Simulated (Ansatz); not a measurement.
# SiF: density of states with PBE

The system is SiF.

```
Si F
1.0
     1.33860    0.77284    3.89831
    -1.33860    0.77284    3.89831
     0.00000   -1.54568    3.89831
Si F
1 1
Direct
  0.50000 0.50000 0.50000
  0.00000 0.00000 0.00000
```

The cell was built by a generator and needn't be a form met in nature.

```json
{
 "Program": "Ansatz 0.2.0",
 "Task": "density of states",
 "Functional": "PBE",
 "Potentials or basis": "all-electron PAW datasets made for the crystal",
 "Cutoff": "240 eV (chosen from the basis error)",
 "k mesh": "12 × 12 × 12",
 "Occupations": "fermi-dirac, width 0.05 eV",
 "Spin": "no spin polarisation"
}
```

```json
{
  "Pressure": "0.2 GPa",
  "Band gap on the k mesh": "none (metal or under the smearing width)"
}
```

Stress tensor (GPa, compression positive):
```
 0.42  0.00  0.00
 0.00  0.42  0.00
 0.00  0.00 -0.21
```

Levels at points of the mesh, in eV from the Fermi level:
| k point | band 1 | band 2 | band 3 | band 4 | band 5 | band 6 | band 7 | band 8 |
| --- | --- | --- | --- | --- | --- | --- | --- | --- |
| (0.00, 0.00, 0.00) | -24.04 | -10.85 | -7.35 | -3.47 | -3.47 | 3.24 | 7.64 | 11.01 |
| (0.00, 0.00, -0.50) | -23.25 | -8.02 | -5.82 | -4.59 | -4.04 | -2.09 | 2.89 | 6.06 |
| (0.00, -0.50, -0.50) | -23.24 | -7.57 | -6.62 | -5.01 | -4.11 | -1.60 | 5.22 | 6.50 |
| (-0.50, -0.50, -0.50) | -23.95 | -12.47 | -3.48 | -3.48 | -3.28 | -0.84 | 10.65 | 10.65 |

States per cell in windows of 1 eV (zero at the Fermi level; states under -8 eV left out):
```tsv
from (eV)	total
-8.0	0.58
-7.0	1.42
-6.0	0.83
-5.0	1.78
-4.0	1.95
-3.0	0.18
-2.0	0.52
-1.0	0.38
0.0	0.49
1.0	0.58
2.0	0.75
3.0	0.84
4.0	1.02
5.0	0.44
6.0	0.38
7.0	0.36
```

It took 9.9 s on 1 thread of Arm Neoverse V1, on a shared host, peak memory 0.41 GiB.

Caveat: the program warned that the printed levels may be off, so bands, gaps and densities of states are rough; an odd number of electrons without spin polarisation forces a metal; a magnetic or distorted state may lie lower; the density of states is complete only up to the lowest level of the last band computed.
